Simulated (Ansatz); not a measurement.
# Carbon, omega (AlB2-type) under PBEsol: from relaxation to bulk modulus

Aim: take carbon in the omega (AlB2-type) structure, relax it, solve it on a dense k-mesh, then scale the cell to 7 volumes from 88 to 112 % of the relaxed one and try a fit of the equation of state. Spin polarisation is left out. The k-meshes are 11×11×15 for the relaxation; 8×8×32 for the dense run; 7×7×27 for the volumes.

Program: Ansatz 0.2.0. Level of theory: DFT PBEsol, plane waves (420 eV) with PAW, scalar-relativistic; PBE-made PAW files. These are calculated values, not measurements.

### 1 The system as given

It takes space group P6/mmm (No. 191, hexagonal). The conventional cell has a = 3.344 Å, b = 3.344 Å, c = 2.050 Å, α = 90.00°, β = 90.00°, γ = 120.00°. C (site symmetry 6/mmm) has 14 C at 2.05 to 2.19 Å as nearest neighbours. C (site symmetry -6m2) is surrounded by 11 C at 1.93 to 2.19 Å.

Coordinates:

```
C
1.0
     3.34383    0.00000    0.00000
    -1.67191    2.89584    0.00000
     0.00000    0.00000    2.04977
C
3
Cartesian
  0.0000 0.0000 0.0000
  0.0000 1.9306 1.0249
  1.6719 0.9653 1.0249
```

### 2 Geometry optimisation

Input file input.yaml:

```yaml
crystal:
  lattice:
    - [3.3438265309, 0.0, 0.0]
    - [-1.6719132655, 2.8958387216, 0.0]
    - [0.0, 0.0, 2.0497656634]
  atoms:
    - { symbol: C, position: [0.0, 0.0, 0.0] }
    - { symbol: C, position: [0.3333333333, 0.6666666667, 0.5] }
    - { symbol: C, position: [0.6666666667, 0.3333333333, 0.5] }
hamiltonian:
  xc: pbesol
  pseudopotentials:
    kind: paw
    azcp:
      C: "pseudopotentials/C.paw.azcp"
basis:
  ecutwfc: 420
  fft_grid_basis: typed
kpoints:
  mp_grid: { grid: [11, 11, 15], shift: [0, 0, 0] }
magnetization:
  spin_polarized: false
scf:
  occupations: { method: fermi_dirac, width: 0.1 }
relax:
  max_steps: 60
  f_tol: 0.01
  cell: {}
```

Further steps of the session: Single point on a dense mesh; Volume × 0.88; Volume × 0.92; Volume × 0.96; Volume × 1.0; Volume × 1.04; Volume × 1.08; Volume × 1.12.

Q: Predict the outcome of this session. Wanted: space group; conventional cell; volume; shortest distance; gap on the mesh; relative to graphite; V₀, B₀, B₀′.

As calculated:

```
                      quantity                                   value
space group (spins left aside)                        P6/mmm (No. 191)
             conventional cell  a = 5.922 Å, c = 1.283 Å (c/a = 0.217)
                        volume                          12.985 Å³/atom
             shortest distance                                 1.283 Å
               gap on the mesh            none (levels filled in part)
          relative to graphite                          +1095 meV/atom
                   V₀, B₀, B₀′            12.997 Å³/atom, 175 GPa, 3.4
```

In words: From the guessed start the volume grew by 96.3 % in 36 steps. It lies 1095 meV/atom above the element's reference form at the same level (graphite, from a run of its own), so it is far from stable. No gap shows: it is a metal or semimetal at this level. The fitted modulus is 175 GPa; letting shape and positions relax at each volume could only lower it. The symmetry was held, so the structure may be unstable against distortions that break it.
